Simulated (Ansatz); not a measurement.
# AlAs (singlet): the correlation ladder at distance Al1–As2 = 1.948 Å, cc-pVDZ

How much of the correlation energy of AlAs (singlet) does each wave-function method recover here?

Method: cc-pVDZ, core rule «outside noble gas», up to 19 orbitals frozen; program: Ansatz 0.2.0, Gaussian basis.

The runs, in order: UHF; CCSD(T) on RHF; CCSD(T) on UHF; BCCD(T) on RHF; CISD; CCSDT(Q) on RHF; CCSDT(Q) on UHF; CCSDTQ on RHF; CASSCF and MRCISD+Q, 2 electrons in 2 orbitals; CASSCF and NEVPT2, 2 electrons in 2 orbitals.

28 further runs of the same task are left out: 6 for a known fault of the program, 18 that didn't finish, 4 set aside as unsound or not needed.

**1. What is computed**

The geometry derives from a PBE0/def2-TZVP stationary point (not a proven minimum). One bond is set to the value named and the two fragments are kept rigid. No spin-orbit coupling is included. The filled d shell of As may be among the frozen orbitals whatever the setting's name suggests; the logs give the count.

2 atoms, charge 0, spin multiplicity 1.

Atoms are counted from 1 here; the program's logs count them from 0.

Bond lengths: Al1–As2 1.948 Å.

**2. UHF**

Input file in.yaml:

```yaml
crystal:
  periodic: [false, false, false]
  atoms:
    - {symbol: Al, position_ang: [0.000000, 0.000000, 0.000000]}
    - {symbol: As, position_ang: [0.000000, 0.000000, 1.948000]}
basis:
  gaussian: {orbitals: cc-pVDZ}
magnetization: {spin_polarized: true, initial_magnetization: 0}
hamiltonian: {xc: hf}
output: {orbitals: {seedname: orbitals}}
```

Started as:

```bash
> ansatz run in.yaml --threads 1 --pin off --events-out ev --progress --plain --max-ram 2393MiB
```

The runs that follow: CCSD(T) on RHF; CCSD(T) on UHF; BCCD(T) on RHF; CISD; CCSDT(Q) on RHF; CCSDT(Q) on UHF; CCSDTQ on RHF; CASSCF and MRCISD+Q, 2 electrons in 2 orbitals; CASSCF and NEVPT2, 2 electrons in 2 orbitals.

Before running them: what should the planned runs give, taken together? Wanted: RCCSDTQ below the RHF energy; RMP2 from RCCSDTQ; RCCSD from RCCSDTQ; RCCSD(T) from RCCSDTQ; RCCSDT(Q) from RCCSDTQ; NEVPT2 pair from RCCSDTQ; MRCISD+Q pair from RCCSDTQ; T1 diagnostic.

As calculated:

```
                         quantity              value
     RCCSDTQ below the RHF energy         -5.2764 eV
                RMP2 from RCCSDTQ       +78.7 kJ/mol
               RCCSD from RCCSDTQ       +37.7 kJ/mol
            RCCSD(T) from RCCSDTQ        +5.7 kJ/mol
           RCCSDT(Q) from RCCSDTQ        -0.6 kJ/mol
         NEVPT2 pair from RCCSDTQ       +89.1 kJ/mol
       MRCISD+Q pair from RCCSDTQ       +19.4 kJ/mol
levels within 1 kcal/mol (43 meV)  RCCSDT, RCCSDT(Q)
                    T1 diagnostic              0.032
```

What this shows: RCCSD(T) misses by +5.7 kJ/mol, 1.1 % of the correlation energy. Of the multireference levels listed MRCISD+Q pair comes nearest in total energy (+19.4 kJ/mol), which doesn't show that its space is the better one. These misses are within one basis, not against nature.
